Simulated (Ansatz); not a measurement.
**interstitial B in In: a dynamics run in two tries**

Wanted: a short trajectory, and a check that the input is sound. The host cell (I4/mmm) has 16 atoms; the extra atom is the last.

Method: DFT PBEsol, plane waves, PAW, scalar-relativistic, no spin polarisation, in Ansatz 0.2.0.

## 1. The system as given

The cell holds 17 atoms (BIn16): a = 6.430 Å, b = 6.430 Å, c = 9.864 Å, α = 90.00°, β = 90.00°, γ = 90.00°.

Its coordinates follow in the input file.

## 2. First attempt

Input file input.yaml:

```yaml
accuracy: low
crystal:
  lattice:
    - [6.43, 0.0, 0.0]
    - [0.0, 6.43, 0.0]
    - [0.0, 0.0, 9.864]
  atoms:
    - { symbol: In, position: [-0.00366421, 0.02608681, 0.00312924] }
    - { symbol: In, position: [0.54125795, 0.01684344, 0.002786] }
    - { symbol: In, position: [-0.07186176, 0.5367182, 0.01383083] }
    - { symbol: In, position: [-0.06168931, 0.02374488, 0.50461093] }
    - { symbol: In, position: [0.25973504, 0.2645596, 0.15506035] }
    - { symbol: In, position: [0.51086935, 0.52226868, -0.01834775] }
    - { symbol: In, position: [0.49525264, 0.04245562, 0.49143012] }
    - { symbol: In, position: [0.7210152, 0.15553767, 0.24484011] }
    - { symbol: In, position: [0.06853865, 0.51093713, 0.48451823] }
    - { symbol: In, position: [0.27401222, 0.78417605, 0.23841754] }
    - { symbol: In, position: [0.25322068, 0.21596135, 0.7661461] }
    - { symbol: In, position: [0.51856724, 0.49470624, 0.56600607] }
    - { symbol: In, position: [0.74240644, 0.70703439, 0.28757697] }
    - { symbol: In, position: [0.80592817, 0.18788213, 0.7805655] }
    - { symbol: In, position: [0.21541917, 0.74686068, 0.74772444] }
    - { symbol: In, position: [0.73548716, 0.76781742, 0.73697833] }
    - { symbol: B, position: [0.22945773, 0.72942609, 0.00476302] }
basis:
  ecutwfc: 420.0
kpoints:
  mp_grid: { grid: [2, 2, 1] }
hamiltonian:
  xc: pbesol
scf:
  occupations: { method: fermi_dirac, width: 0.15 }
  lower_state_search: "off"
  max_iter: 53
md:
  timestep: 1.5
  n_steps: 25
  ensemble: nvt_langevin
  temperature: 1680.0
  initial_velocities: maxwell_boltzmann
  seed: 834699
  friction: 0.005
  dt: 0.5
```

Command:

```sh
$ ansatz run input.yaml --threads 2 --pin off --max-ram 5120MiB --backend cpu --events-out ev --progress --plain --runs-dir out
```

**Question.** What will these runs give? Wanted: first try.

The runs gave:

| quantity | value |
| --- | --- |
| first try | refused |
| cause | one key bears a name from other programs (dt, n_images) that this one doesn't know |

What this shows: The fault in the first input was caught at the input check and cost nothing.
